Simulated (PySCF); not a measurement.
O2CrFCl, in a box:

```
O Cr F Cl
1.0
    12.00000    0.00000    0.00000
     0.00000   12.00000    0.00000
     0.00000    0.00000   12.00000
O Cr F Cl
2 1 1 1
Direct
  0.46280 0.41341 0.60740
  0.60744 0.39336 0.45965
  0.49195 0.44168 0.48607
  0.39473 0.38748 0.39826
  0.49860 0.61603 0.46894
```

Base run:

```yaml
Program: PySCF 2.14.0
Functional: SCAN0
Potentials_or_basis: 6-31g* (all-electron)
k_mesh: 1 × 1 × 1
Occupations: fixed
Spin: no spin polarisation
```

Its results: gap between the frontier levels 5.13 eV.

Q: The run is repeated on the same cell with these changes: functional from SCAN0 to PBE. What comes out?

A: Gap between the frontier levels 2.77 eV.

SCAN0 gives the wider gap, since exact exchange removes part of the self-interaction.

Caveats: this is a molecule in a periodic box at the Γ point, so its band gap is the HOMO-LUMO gap; the basis of atomic orbitals isn't converged, which shifts pressures, moduli and gaps.

